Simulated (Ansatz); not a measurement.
Geometry optimisation, Ansatz, DFT PBE-D3(BJ), scalar-relativistic, plane waves, PAW.

Input:

```yaml
crystal:
  lattice:
    - [5.74906, 0.0, 0.0]
    - [-2.87453, 4.978832, 0.0]
    - [0.0, 0.0, 17.224885]
  atoms:
    - { symbol: W, position: [0.0, 0.0, 0.05805554] }
    - { symbol: C, position: [0.33333333, 0.16666667, 0.13981487] }
    - { symbol: W, position: [0.0, 0.0, 0.22157419] }
    - { symbol: C, position: [0.33333333, 0.16666667, 0.30333352] }
    - { symbol: W, position: [0.0, 0.5, 0.05805554] }
    - { symbol: C, position: [0.33333333, 0.66666667, 0.13981487] }
    - { symbol: W, position: [0.0, 0.5, 0.22157419] }
    - { symbol: C, position: [0.33333333, 0.66666667, 0.30333352] }
    - { symbol: W, position: [0.5, 0.0, 0.05805554] }
    - { symbol: C, position: [0.83333333, 0.16666667, 0.13981487] }
    - { symbol: W, position: [0.5, 0.0, 0.22157419] }
    - { symbol: C, position: [0.83333333, 0.16666667, 0.30333352] }
    - { symbol: W, position: [0.5, 0.5, 0.05805554] }
    - { symbol: C, position: [0.83333333, 0.66666667, 0.13981487] }
    - { symbol: W, position: [0.5, 0.5, 0.22157419] }
    - { symbol: C, position: [0.83333333, 0.66666667, 0.30333352] }
    - { symbol: Cl, position: [0.83333333, 0.16666667, 0.4089946] }
    - { symbol: H, position: [1.16666667, 0.83333333, 0.2853363] }
basis:
  ecutwfc: 420.0
kpoints:
  mp_grid: { grid: [5, 5, 1] }
hamiltonian:
  xc: pbe
  dispersion: d3bj
  pseudopotentials: { kind: paw, azcp: { folder: soft_1 } }
scf:
  occupations: { method: fermi_dirac, width: 0.05 }
  lower_state_search: "off"
relax:
  f_tol: 0.03
  max_steps: 60
  adjacent_minimum: "off"
  constraints: [{ sites: [0, 4, 8, 12] }]
```

Run as:

```bash
$ ansatz run input.yaml --threads 4 --pin off --max-ram 10240MiB --backend cpu --events-out ev --progress --plain --runs-dir out
```

Q: Where does it end, and by what steps?

A: The forces met the threshold. Limits of this set-up: coarse k mesh, thin slab, slab without dipole correction. After 5 steps the energy has fallen by 2.307 eV; H18 moved furthest, 0.33 Å.

```tsv
step	energy less start (eV)	largest force component (eV/Å)	accepted
0	0.0000	5.006	yes
1	-2.1135	1.446	yes
2	-2.2828	0.711	yes
3	-2.3003	0.204	yes
4	-2.3066	0.043	yes
5	-2.3067	0.012	yes
```

```xyz
18
Lattice="5.7491 0.0000 0.0000 -2.8745 4.9788 0.0000 0.0000 0.0000 17.2249" Properties=species:S:1:pos:R:3
W 0.000 0.000 1.000
C 1.437 0.837 2.326
W 0.000 0.000 3.846
C 1.437 0.794 5.033
W -1.437 2.489 1.000
C 0.007 3.315 2.326
W -1.437 2.490 3.846
C -0.031 3.337 5.033
W 2.875 0.000 1.000
C 4.312 0.830 2.350
W 2.874 0.000 3.846
C 4.312 0.830 5.124
W 1.437 2.489 1.000
C 2.868 3.315 2.326
W 1.437 2.489 3.899
C 2.906 3.337 5.033
Cl 4.312 0.830 6.832
H 4.312 4.149 5.249
```

Whether the end is a true minimum wasn't checked by a vibrational analysis.

Run time: 26 s on 4 threads of Arm Neoverse V1 (shared host), peak memory 1.2 GiB.
